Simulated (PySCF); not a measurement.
# C3H8Sn (Sn(eta1-allyl)H3): the cost of one run

Computed with PySCF 2.14.0 and routines of our own; the level stands in each step. Atoms count from 0.

## Step 1: The system as given

12 atoms, charge 0, multiplicity 1; geometry from: GFN2-xTB.

## Step 2: Optimising the geometry at PBE0-D3(BJ)/def2-SVP

Job settings and geometry (Å):

```
{"job": {"xc": "PBE0", "basis": "def2-SVP", "d3": "d3bj", "grid": 1, "maxiter": 30, "shake": 0.03, "kind": "geom"}, "charge": 0, "multiplicity": 1}
Sn    -0.021840    -0.786110    -1.735320
C     -0.056410    -0.798400     0.426320
C      0.466130     0.451780     0.968560
C     -0.100210     1.439150     1.504330
H      0.550210    -1.668630     0.684810
H     -1.070730    -0.924910     0.771750
H      1.631800     0.545110     0.942990
H     -1.226770     1.376670     1.562280
H      0.240460     2.343710     1.970360
H      1.435640    -0.641420    -2.381570
H     -0.924550     0.626130    -2.266380
H     -0.808270    -2.045820    -2.397140
```

Run with:

```
$ OMP_NUM_THREADS=1 python heavy_run.py task.json out
```

This one command runs all jobs of the session in turn.

Q: Estimate the wall time and peak memory of this first job on 1 thread of Arm Neoverse V1, shared host.

About 33 s, with a peak of 0.43 GiB.
